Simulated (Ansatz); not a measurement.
**Alloy of GaAs and AlAs (39 of 48 Ga sites exchanged), 96 atoms**

Wanted: the relaxed alloy cell and its gap (PBEsol, HSE06 and r²SCAN).

All numbers are computed with Ansatz 0.2.0 (PAW, plane waves).

## (1) The starting cell

96 atoms (39 Al, 9 Ga, 48 As); a = 12.004 Å, b = 13.861 Å, c = 13.155 Å, α = 90.00°, β = 90.00°, γ = 90.00°. All atoms were shaken off their sites by about 0.02 Å along each axis.

The runs, in order: (2) PBEsol cell relaxation at the single k point (¼, ¼, ¼), on 1 × NVIDIA GB300 Max-Q with 8 threads of Arm Neoverse-V2; (3) HSE06 single point at the Γ point alone, on 1 × NVIDIA GB300 Max-Q with 8 threads of Arm Neoverse-V2; (4) r²SCAN single point at the Γ point alone, on 1 × NVIDIA GB300 Max-Q with 8 threads of Arm Neoverse-V2.

## (2) PBEsol relaxation of the cell and the positions

Input file in.yaml:

```yaml
crystal:
  lattice:
    - [12.003638, 0.000000, 0.000000]
    - [0.000001, 13.860608, 0.000000]
    - [0.000000, 0.000000, 13.154575]
  atoms:
    - { symbol: Al, position: [0.000865, 0.168699, 0.995966] }
    - { symbol: Al, position: [0.334809, 0.164522, 0.997592] }
    - { symbol: Al, position: [0.334328, 0.164944, 0.500241] }
    - { symbol: Al, position: [0.167133, 0.418241, 0.003924] }
    - { symbol: Al, position: [0.169506, 0.415912, 0.501913] }
    - { symbol: Al, position: [0.998045, 0.666741, 0.998989] }
    - { symbol: Al, position: [0.998301, 0.665873, 0.498410] }
    - { symbol: Al, position: [0.668738, 0.166123, 0.001811] }
    - { symbol: Al, position: [0.666632, 0.166299, 0.498442] }
    - { symbol: Al, position: [0.500601, 0.416041, 0.998757] }
    - { symbol: Al, position: [0.503560, 0.415023, 0.500086] }
    - { symbol: Al, position: [0.331628, 0.666916, 0.000374] }
    - { symbol: Al, position: [0.334782, 0.668108, 0.499306] }
    - { symbol: Al, position: [0.164382, 0.917513, 0.998640] }
    - { symbol: Al, position: [0.833018, 0.414189, 0.001965] }
    - { symbol: Al, position: [0.668426, 0.663900, 0.996176] }
    - { symbol: Al, position: [0.663457, 0.668027, 0.499126] }
    - { symbol: Al, position: [0.498075, 0.913811, 0.999350] }
    - { symbol: Al, position: [0.502160, 0.914794, 0.502435] }
    - { symbol: Al, position: [0.834117, 0.917872, 0.999474] }
    - { symbol: Al, position: [0.996913, 0.333824, 0.249835] }
    - { symbol: Al, position: [0.998935, 0.332253, 0.750167] }
    - { symbol: Al, position: [0.501804, 0.083252, 0.251036] }
    - { symbol: Al, position: [0.500361, 0.084121, 0.751198] }
    - { symbol: Al, position: [0.334031, 0.334430, 0.248920] }
    - { symbol: Al, position: [0.338051, 0.333019, 0.749265] }
    - { symbol: Al, position: [0.166532, 0.584308, 0.250412] }
    - { symbol: Al, position: [0.166159, 0.584886, 0.748042] }
    - { symbol: Al, position: [0.000271, 0.835157, 0.247891] }
    - { symbol: Al, position: [0.000181, 0.834245, 0.748984] }
    - { symbol: Al, position: [0.833690, 0.080261, 0.249008] }
    - { symbol: Al, position: [0.833527, 0.082482, 0.748354] }
    - { symbol: Al, position: [0.667656, 0.333277, 0.248332] }
    - { symbol: Al, position: [0.665227, 0.332908, 0.749338] }
    - { symbol: Al, position: [0.334632, 0.834051, 0.250430] }
    - { symbol: Al, position: [0.330933, 0.834748, 0.751332] }
    - { symbol: Al, position: [0.832079, 0.579943, 0.252113] }
    - { symbol: Al, position: [0.831902, 0.581256, 0.748400] }
    - { symbol: Al, position: [0.664515, 0.836054, 0.753647] }
    - { symbol: Ga, position: [0.996284, 0.165887, 0.498942] }
    - { symbol: Ga, position: [0.167314, 0.919258, 0.502312] }
    - { symbol: Ga, position: [0.833819, 0.417539, 0.499263] }
    - { symbol: Ga, position: [0.834712, 0.915945, 0.500232] }
    - { symbol: Ga, position: [0.165911, 0.085338, 0.252001] }
    - { symbol: Ga, position: [0.164776, 0.086239, 0.750631] }
    - { symbol: Ga, position: [0.499482, 0.584178, 0.248869] }
    - { symbol: Ga, position: [0.497967, 0.581775, 0.751481] }
    - { symbol: Ga, position: [0.666379, 0.830803, 0.250507] }
    - { symbol: As, position: [0.998607, 0.168024, 0.188043] }
    - { symbol: As, position: [0.999431, 0.165216, 0.687610] }
    - { symbol: As, position: [0.335349, 0.166273, 0.188116] }
    - { symbol: As, position: [0.334541, 0.166072, 0.686677] }
    - { symbol: As, position: [0.169963, 0.416781, 0.189165] }
    - { symbol: As, position: [0.168245, 0.417622, 0.689370] }
    - { symbol: As, position: [0.001500, 0.668010, 0.186238] }
    - { symbol: As, position: [0.999406, 0.666761, 0.690315] }
    - { symbol: As, position: [0.667050, 0.168141, 0.186766] }
    - { symbol: As, position: [0.668498, 0.166451, 0.685213] }
    - { symbol: As, position: [0.499445, 0.415230, 0.186306] }
    - { symbol: As, position: [0.501829, 0.418239, 0.690489] }
    - { symbol: As, position: [0.333087, 0.666618, 0.188450] }
    - { symbol: As, position: [0.334746, 0.666533, 0.689470] }
    - { symbol: As, position: [0.163929, 0.916263, 0.187516] }
    - { symbol: As, position: [0.167520, 0.913304, 0.685599] }
    - { symbol: As, position: [0.831144, 0.416435, 0.181929] }
    - { symbol: As, position: [0.833743, 0.419686, 0.687943] }
    - { symbol: As, position: [0.667554, 0.664915, 0.188629] }
    - { symbol: As, position: [0.668099, 0.667432, 0.687468] }
    - { symbol: As, position: [0.498555, 0.916671, 0.185402] }
    - { symbol: As, position: [0.499338, 0.916627, 0.687137] }
    - { symbol: As, position: [0.833971, 0.917945, 0.186731] }
    - { symbol: As, position: [0.832100, 0.915110, 0.686665] }
    - { symbol: As, position: [0.168492, 0.083476, 0.435653] }
    - { symbol: As, position: [0.166019, 0.083351, 0.933881] }
    - { symbol: As, position: [0.998302, 0.334431, 0.439391] }
    - { symbol: As, position: [0.998698, 0.332862, 0.935468] }
    - { symbol: As, position: [0.500096, 0.082072, 0.437528] }
    - { symbol: As, position: [0.500639, 0.082816, 0.937718] }
    - { symbol: As, position: [0.332322, 0.333298, 0.436236] }
    - { symbol: As, position: [0.333472, 0.331818, 0.935042] }
    - { symbol: As, position: [0.163055, 0.581654, 0.434868] }
    - { symbol: As, position: [0.166722, 0.584318, 0.938390] }
    - { symbol: As, position: [0.998610, 0.834017, 0.435486] }
    - { symbol: As, position: [0.002463, 0.833462, 0.938654] }
    - { symbol: As, position: [0.836238, 0.084385, 0.435241] }
    - { symbol: As, position: [0.834879, 0.080441, 0.939245] }
    - { symbol: As, position: [0.667424, 0.334792, 0.436892] }
    - { symbol: As, position: [0.665408, 0.330604, 0.935915] }
    - { symbol: As, position: [0.498108, 0.581980, 0.437459] }
    - { symbol: As, position: [0.498123, 0.583253, 0.934984] }
    - { symbol: As, position: [0.337217, 0.834444, 0.436981] }
    - { symbol: As, position: [0.330772, 0.834201, 0.936483] }
    - { symbol: As, position: [0.832570, 0.581908, 0.435369] }
    - { symbol: As, position: [0.830860, 0.582522, 0.937639] }
    - { symbol: As, position: [0.664823, 0.833838, 0.438950] }
    - { symbol: As, position: [0.668566, 0.835184, 0.938872] }
  symmetry: { detect: false }
kpoints:
  mp_grid: { grid: [1, 1, 1], shift: [0.25, 0.25, 0.25] }
hamiltonian:
  xc: pbesol
scf:
  occupations: { method: fermi_dirac, width: 0.01 }
relax:
  f_tol: 0.03
  max_steps: 80
  escape_saddle: false
  adjacent_minimum: "off"
  cell: { fix: [alpha, beta, gamma] }
output:
  forces: true
  eigenvalues: true
  populations: true
```

Run with:

```sh
$ ansatz run in.yaml --threads 8 --pin off --max-ram 118750MiB --runs-dir r --events-out ev --progress --plain --backend cuda --devices 0,
```

Further steps of the session: HSE06 single point; Single point with r²SCAN.

**Question.** What will these runs give? Wanted: for each run, top filled to lowest empty.

As calculated:

```
             level         time   k points  top filled to lowest empty (eV)
PBEsol, relaxation   11 s (GPU)  (¼, ¼, ¼)                             1.70
             HSE06   80 s (GPU)          Γ                             2.27
            r²SCAN  9.1 s (GPU)          Γ                             1.95
```

| quantity | value |
| --- | --- |
| relaxation | 4 recorded steps, 0.66 eV gained |
| largest shift | 0.07 Å (Al39 and others alike) |
| relaxed cell | a = 11.988 Å, b = 13.864 Å, c = 13.165 Å, α = 90.00°, β = 90.00°, γ = 90.00° |
| mean bonds | Al–As 2.456, As–Ga 2.454 Å |

**In words.** Relaxation gains 0.66 eV, with shifts up to 0.07 Å (Al39 and others alike), while the volume changes by -0.0 %. The mean lengths differ by only 0.00 Å, over all coordinations together. At the same k points, r²SCAN gives a spacing 0.32 eV smaller than the 2.27 eV of HSE06. Rows on different k points differ by sampling as well as by level. Exact exchange costs time: HSE06 ran about 8.8 times as long as r²SCAN on the same kind of device. Spin–orbit coupling is left out, which matters for the band edges of the heavier elements here. With one k point the spacing samples only the states that fold onto it, so it can exceed the gap over the zone.
